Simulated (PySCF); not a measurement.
# C6H6ClN (2-chloroaniline): the cost of one run

Computed with PySCF 2.14.0 and routines of our own; the level stands in each step. Atoms count from 0.

## Step 1: The starting structure

14 atoms, charge 0, multiplicity 1; geometry from: GFN2-xTB.

## Step 2: Relaxing the molecule at PBE0-D3(BJ)/def2-SVP

The job: settings as JSON, then the geometry in Å.

```
{"job": {"xc": "PBE0", "basis": "def2-SVP", "d3": "d3bj", "grid": 2, "kind": "geom"}, "charge": 0, "multiplicity": 1}
N      2.251512    -0.329143    -0.024050
C      0.891011    -0.158102    -0.025425
C      0.022123    -1.247189    -0.125763
C     -1.345930    -1.077159    -0.058087
C     -1.889854     0.185183     0.109932
C     -1.050637     1.282208     0.209094
C      0.316860     1.107398     0.141019
Cl     1.358310     2.497845     0.255559
H      2.605809    -1.181264    -0.423745
H      2.803647     0.498061    -0.185908
H      0.442746    -2.233567    -0.256876
H     -1.992341    -1.937899    -0.139150
H     -2.958611     0.318894     0.164074
H     -1.455322     2.274260     0.337160
```

Launch:

```bash
$ OMP_NUM_THREADS=1 python excited_run.py task.json out
```

The driver reads the jobs from task.json and runs them one after another.

**Question.** How long does this first job take on 1 thread of AMD EPYC 9R45, shared host, and how much memory does it need?

About 26 s, with a peak of 0.73 GiB.
